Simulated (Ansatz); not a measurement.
# HgC4F6: a short molecular-dynamics run

Aim: set HgC4F6 (a randomly packed cell, 11 atoms, not relaxed) in motion for 30 steps of 1.5 fs under a Nosé-Hoover thermostat at 600 K, and see how temperature, energy and positions respond.

All numbers below are computed with Ansatz 0.2.0 (DFT PBE, plane waves, PAW, scalar-relativistic, no spin polarisation).

**1. The starting structure**

The cell holds 11 atoms (C4F6Hg): a = 6.465 Å, b = 4.684 Å, c = 5.620 Å, α = 84.88°, β = 72.90°, γ = 96.75°.

Coordinates:

```xyz
11
Lattice="6.3506 0.3667 1.1533 -0.8942 4.5821 0.3809 0.6591 0.1777 5.5787" Properties=species:S:1:pos:R:3 pbc="T T T"
Hg    4.6944    2.8219    6.3433
C     3.0432    3.6894    4.0297
C     1.5181    0.7571    0.3668
F     2.4833    4.6329    1.9759
F     5.5336    0.6052    2.0418
C     1.1969    2.2152    2.3887
C     5.6402    0.7857    4.3855
F     1.0986    2.5995    4.7049
F     5.2151    3.2306    3.2636
F     0.5628    4.4027    2.9705
F     2.9455    1.2786    3.7356
```

**2. Molecular dynamics**

Input file input.yaml:

```yaml
crystal:
  lattice:
    - [6.350648, 0.366714, 1.153294]
    - [-0.894158, 4.582092, 0.380945]
    - [0.659103, 0.17769, 5.578692]
  atoms:
    - { symbol: Hg, position: [0.713657, 0.521741, 0.953893] }
    - { symbol: C, position: [0.525119, 0.741309, 0.563163] }
    - { symbol: C, position: [0.259139, 0.144399, 0.002326] }
    - { symbol: F, position: [0.507632, 0.963351, 0.183466] }
    - { symbol: F, position: [0.860108, 0.056094, 0.184355] }
    - { symbol: C, position: [0.215571, 0.452519, 0.352719] }
    - { symbol: C, position: [0.836469, 0.080969, 0.607659] }
    - { symbol: F, position: [0.16653, 0.524005, 0.773162] }
    - { symbol: F, position: [0.871044, 0.621277, 0.362519] }
    - { symbol: F, position: [0.174642, 0.930076, 0.432854] }
    - { symbol: F, position: [0.436549, 0.22223, 0.564204] }
kpoints:
  mp_grid: { grid: [3, 3, 3] }
magnetization:
  spin_polarized: false
scf:
  occupations: { method: fermi_dirac, width: 0.1 }
hamiltonian:
  pseudopotentials: { kind: paw }
  xc: pbe
basis:
  ecutwfc: 420
md:
  timestep: 1.5
  n_steps: 30
  ensemble: nvt_nose_hoover
  temperature: 600.0
  initial_velocities: maxwell_boltzmann
  seed: 261538
```

On the command line:

```console
$ ansatz run input.yaml --threads 2 --pin off --max-ram 2560MiB --backend cpu --events-out ev --progress --plain --runs-dir out
```

What does the calculation give? Wanted: temperature, first and last step; temperature, second half; potential energy, second half; largest change of the conserved energy; mean square displacement, second half.

As calculated:

| quantity | value |
| --- | --- |
| length | 30 steps of 1.5 fs |
| temperature, first and last step | 600 and 4822 K |
| temperature, second half | mean 6967 K, from 4822 to 9375 K |
| potential energy, second half | -994 meV/atom from the start |
| largest change of the conserved energy | 20.84 meV/atom |
| mean square displacement, second half | C 1.0, F 0.203, Hg 0.001 Å² |

**Reading.** Against a set 600 K the second half averages 6967 K with a spread of 1347 K (in equilibrium 11 atoms would scatter by about 155 K, over a far longer run); the potential energy of that half lies 994 meV/atom under the start, so the atoms have moved to lower-lying arrangements, and the energy set free heats the cell. The conserved energy strays from its start by at most 20.84 meV/atom, 4.1 % of the mean kinetic energy, fair for a step of 1.5 fs. Bonds change: the first event comes at 27.0 fs (C6–F10 forms). Over the second half C atoms stand 1.0 Å (root mean square) from where they began, and the farthest move is 1.5 Å. 45 fs on 11 atoms is far too short and small for converged averages. The k-mesh is coarse for this cell.
